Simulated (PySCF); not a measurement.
# C5H11FOSi: the cost of one run

Computed with PySCF 2.14.0 and routines of our own; the level stands in each step. Atoms count from 0.

## Step 1: The starting structure

19 atoms, charge 0, multiplicity 1; geometry from: GFN2-xTB.

## Step 2: Circular dichroism and optical rotation: TDDFT PBE0/def2-SVPD

What the job is given:

```
{"job": {"kind": "ecd", "xc": "PBE0", "basis": "def2-SVPD", "nstates": 16}, "charge": 0, "multiplicity": 1}
C     -1.765294     0.191070     1.263033
C     -0.637784     0.660133     0.351410
C     -0.799923     0.181879    -1.118182
O     -2.111873    -0.211995    -1.417319
C      0.251110    -0.956472    -1.148258
Si     0.990218    -0.337662     0.492764
C      2.682284     0.499810     0.543907
F      0.987857    -1.460240     1.670476
H     -1.585421     0.526818     2.281540
H     -1.834289    -0.893240     1.262684
H     -2.715541     0.592355     0.918753
H     -0.579530     1.747627     0.406110
H     -0.486795     0.987067    -1.800887
H     -2.117536    -0.612490    -2.292510
H      0.853000    -0.978023    -2.053196
H     -0.240965    -1.922842    -1.048069
H      2.838588     0.995085     1.496875
H      3.468870    -0.238463     0.425230
H      2.793222     1.238836    -0.241823
```

Method: TDDFT PBE0/def2-SVPD circular dichroism and optical rotation, one conformer, gas phase.

The run is started by

```
$ OMP_NUM_THREADS=1 python excited_run.py task.json out
```

The driver reads the jobs from task.json and runs them one after another.

**Question.** How long does this job take on 1 thread of Arm Neoverse V2, shared host, and how much memory does it need?

About 1.7 min, with a peak of 1.1 GiB.
